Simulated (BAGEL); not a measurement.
# GeH3O2 (SMILES [O][GeH2][OH]): UHF/3-21G (density fitting with qzvpp-jkfit)

Aim: the vertical doublet–quartet gap of GeH3O2 at UHF/3-21G (density fitting with qzvpp-jkfit), from 2 runs. 

The calculation is run with BAGEL 1.2.2.

7 further runs of the same task are left out: 5 that didn't finish, 2 set aside as unsound or not needed. Runs told in other sessions of the task aren't counted.

## 1. The structure to begin with

GeH3O2 has 6 atoms, charge 0, and is taken as a doublet. SMILES: `[O][GeH2][OH]`. The shape is that of a PBE0-D4/def2-TZVP optimisation. This is one conformer, not always the lowest.

Bond lengths: O1–Ge2 1.790 Å, Ge2–O3 1.768 Å, Ge2–H4 1.539 Å, Ge2–H5 1.528 Å, O3–H6 0.960 Å. Angles: O1–Ge2–O3 111.6°, O1–Ge2–H4 102.2°, O1–Ge2–H5 109.7°, O3–Ge2–H4 112.1°, O3–Ge2–H5 104.9°, Ge2–O3–H6 113.3°, H4–Ge2–H5 116.5°.

## 2. A single-point energy at UHF/3-21G (density fitting with qzvpp-jkfit)

hf.json

```json
{ "bagel": [

{
  "title": "molecule",
  "basis": "3-21g",
  "df_basis": "qzvpp-jkfit",
  "angstrom": "true",
  "geometry": [
    { "atom": "O", "xyz": [   -1.694000,   -0.455900,    0.556900 ] },
    { "atom": "Ge", "xyz": [   -0.249900,    0.168600,   -0.295800 ] },
    { "atom": "O", "xyz": [    1.186300,    0.124100,    0.735000 ] },
    { "atom": "H", "xyz": [   -0.134800,   -0.795800,   -1.489800 ] },
    { "atom": "H", "xyz": [   -0.447300,    1.647000,   -0.628900 ] },
    { "atom": "H", "xyz": [    1.381600,   -0.751900,    1.076400 ] }
  ]
},
{
  "title": "uhf",
  "nopen": 1
},
{
  "title": "print",
  "file": "orbitals.molden",
  "orbitals": "true"
}

]}
```

Started as:

```bash
BAGEL_NUM_THREADS=1 BAGEL hf.json > hf.out
```

The log of the run:

```text
* using 1 threads per process

  ===============================================================
  ===============================================================

  *** Geometry ***

  { "atom" : "O", "xyz" : [     -3.201196,     -0.861526,      1.052388 ] },
  { "atom" : "Ge", "xyz" : [     -0.472243,      0.318608,     -0.558981 ] },
  { "atom" : "O", "xyz" : [      2.241782,      0.234515,      1.388949 ] },
  { "atom" : "H", "xyz" : [     -0.254735,     -1.503844,     -2.815314 ] },
  { "atom" : "H", "xyz" : [     -0.845274,      3.112379,     -1.188449 ] },
  { "atom" : "H", "xyz" : [      2.610846,     -1.420885,      2.034101 ] },

  Number of auxiliary basis functions:      474

  Since a DF basis is specified, we compute 2- and 3-index integrals:
    o Being stored without compression. Storage requirement is 0.008 GB

  Number of basis functions:       46
  Number of electrons      :       51

    * METHOD: MOLECULE                             0.13

  *** Open-shell HF ***

  === Nuclear Repulsion ===
   205.8280250557

      * DIIS with orbital gradients will be used.

  === UHF iteration (3-21g) ===
      0      -2215.45358381          0.08424686           0.06
      1      -2215.49850113          0.09006416           0.06
      2      -2215.62261069          0.08237206           0.06
      3      -2215.96398353          0.00965990           0.06
      4      -2215.98225848          0.00461948           0.06
      5      -2215.98511468          0.00142537           0.06
      6      -2215.98571015          0.00036257           0.06
      7      -2215.98590504          0.00025850           0.06
      8      -2215.98599930          0.00021782           0.05
      9      -2215.98604308          0.00014800           0.06
     10      -2215.98604601          0.00009508           0.06
     11      -2215.98607764          0.00008832           0.06
     12      -2215.98609370          0.00008472           0.06
     13      -2215.98609949          0.00008245           0.05
     14      -2215.98610603          0.00007982           0.06
     15      -2215.98611998          0.00007564           0.06
     16      -2215.98616291          0.00005940           0.06
     17      -2215.98621160          0.00007389           0.06
     18      -2215.98621203          0.00006385           0.05
     19      -2215.98621950          0.00002159           0.05
     20      -2215.98622192          0.00001307           0.06
     21      -2215.98622235          0.00000906           0.06
     22      -2215.98622268          0.00000473           0.06
     23      -2215.98622270          0.00000324           0.06
     24      -2215.98622270          0.00000248           0.06
     25      -2215.98622271          0.00000158           0.06
     26      -2215.98622271          0.00000138           0.06
     27      -2215.98622271          0.00000129           0.06
     28      -2215.98622271          0.00000116           0.06
     29      -2215.98622272          0.00000081           0.06
     30      -2215.98622273          0.00000039           0.06
     31      -2215.98622274          0.00000021           0.06
     32      -2215.98622274          0.00000013           0.06
     33      -2215.98622274          0.00000010           0.06
     34      -2215.98622274          0.00000008           0.06
     35      -2215.98622274          0.00000006           0.06
     36      -2215.98622274          0.00000003           0.06
     37      -2215.98622274          0.00000003           0.06
     38      -2215.98622274          0.00000002           0.06
     39      -2215.98622274          0.00000002           0.06
     40      -2215.98622274          0.00000001           0.06
     41      -2215.98622274          0.00000001           0.06
    * SCF iteration converged.

    * S^2 (UHF) is 0.7550

    * Permanent dipole moment:
           (   -0.310020,     0.357057,     0.519743) a.u.

    * METHOD: UHF                                  2.47

    * METHOD: PRINT                                0.00

  ===============================================================
```

It took 2.7 s on 1 thread of Arm Neoverse V2, shared host.

## 3. The quartet, same level

calc.json

```json
{ "bagel" : [

{
  "title" : "molecule",
  "basis" : "3-21g",
  "df_basis" : "qzvpp-jkfit",
  "angstrom" : true,
  "geometry" : [
    { "atom" : "O", "xyz" : [   -1.694000,   -0.455900,    0.556900 ] },
    { "atom" : "Ge", "xyz" : [   -0.249900,    0.168600,   -0.295800 ] },
    { "atom" : "O", "xyz" : [    1.186300,    0.124100,    0.735000 ] },
    { "atom" : "H", "xyz" : [   -0.134800,   -0.795800,   -1.489800 ] },
    { "atom" : "H", "xyz" : [   -0.447300,    1.647000,   -0.628900 ] },
    { "atom" : "H", "xyz" : [    1.381600,   -0.751900,    1.076400 ] }
  ]
},
{ "title" : "uhf", "nopen" : 3 },
{ "title" : "print", "file" : "orbitals.molden", "orbitals" : true }

]}
```

Started as:

```bash
BAGEL_NUM_THREADS=1 BAGEL calc.json > calc.out
```

The log of the run:

```text
* using 1 threads per process

  ===============================================================
  ===============================================================

  *** Geometry ***

  { "atom" : "O", "xyz" : [     -3.201196,     -0.861526,      1.052388 ] },
  { "atom" : "Ge", "xyz" : [     -0.472243,      0.318608,     -0.558981 ] },
  { "atom" : "O", "xyz" : [      2.241782,      0.234515,      1.388949 ] },
  { "atom" : "H", "xyz" : [     -0.254735,     -1.503844,     -2.815314 ] },
  { "atom" : "H", "xyz" : [     -0.845274,      3.112379,     -1.188449 ] },
  { "atom" : "H", "xyz" : [      2.610846,     -1.420885,      2.034101 ] },

  Number of auxiliary basis functions:      474

  Since a DF basis is specified, we compute 2- and 3-index integrals:
    o Being stored without compression. Storage requirement is 0.008 GB

  Number of basis functions:       46
  Number of electrons      :       51

    * METHOD: MOLECULE                             0.14

  *** Open-shell HF ***

  === Nuclear Repulsion ===
   205.8280250557

      * DIIS with orbital gradients will be used.

  === UHF iteration (3-21g) ===
      0      -2215.33511660          0.06477918           0.06
      1      -2215.50827333          0.04916134           0.06
      2      -2215.59684239          0.03315318           0.05
      3      -2215.65526785          0.00527238           0.06
      4      -2215.67082837          0.00470892           0.06
      5      -2215.68573960          0.00441944           0.06
      6      -2215.70570752          0.00332649           0.06
      7      -2215.71575447          0.00230405           0.06
      8      -2215.72246013          0.00190732           0.05
      9      -2215.72851272          0.00132302           0.06
     10      -2215.72973342          0.00113721           0.06
     11      -2215.73277516          0.00084426           0.06
     12      -2215.73308568          0.00047896           0.06
     13      -2215.73332949          0.00029011           0.05
     14      -2215.73335384          0.00020878           0.06
     15      -2215.73339093          0.00017052           0.06
     16      -2215.73343979          0.00012753           0.06
     17      -2215.73347215          0.00008515           0.06
     18      -2215.73348641          0.00005638           0.05
     19      -2215.73349276          0.00003744           0.05
     20      -2215.73349517          0.00002613           0.06
     21      -2215.73349597          0.00001993           0.06
     22      -2215.73349628          0.00001569           0.05
     23      -2215.73349652          0.00001178           0.06
     24      -2215.73349666          0.00000857           0.06
     25      -2215.73349673          0.00000507           0.06
     26      -2215.73349675          0.00000362           0.06
     27      -2215.73349677          0.00000307           0.06
     28      -2215.73349679          0.00000248           0.06
     29      -2215.73349680          0.00000161           0.06
     30      -2215.73349681          0.00000128           0.06
     31      -2215.73349681          0.00000095           0.05
     32      -2215.73349681          0.00000067           0.05
     33      -2215.73349681          0.00000051           0.06
     34      -2215.73349681          0.00000039           0.06
     35      -2215.73349681          0.00000025           0.05
     36      -2215.73349681          0.00000019           0.06
     37      -2215.73349681          0.00000014           0.06
     38      -2215.73349681          0.00000011           0.06
     39      -2215.73349681          0.00000009           0.06
     40      -2215.73349681          0.00000006           0.05
     41      -2215.73349681          0.00000004           0.05
     42      -2215.73349681          0.00000003           0.05
     43      -2215.73349681          0.00000003           0.06
     44      -2215.73349681          0.00000002           0.05
     45      -2215.73349681          0.00000002           0.05
     46      -2215.73349681          0.00000001           0.05
     47      -2215.73349681          0.00000001           0.05
    * SCF iteration converged.

    * S^2 (UHF) is 3.7586

    * Permanent dipole moment:
           (    1.117909,     0.787852,     0.020580) a.u.

    * METHOD: UHF                                  2.77

    * METHOD: PRINT                                0.00

  ===============================================================
```

Run time: 3.3 s. Hardware: 1 thread of Arm Neoverse V2, shared host.

## 4. Results

At UHF/3-21G (density fitting with qzvpp-jkfit):

```
                                        quantity           value
                           doublet: total energy  -2215.98622 Eh
                          doublet: dipole moment          1.79 D
                                   doublet: ⟨S²⟩           0.755
                           quartet: total energy  -2215.73350 Eh
                          quartet: dipole moment          3.48 D
                                   quartet: ⟨S²⟩           3.759
vertical energy of the quartet above the doublet        6.877 eV
```

**Reading.** At this shape the quartet lies 6.88 eV (664 kJ/mol) above the doublet.
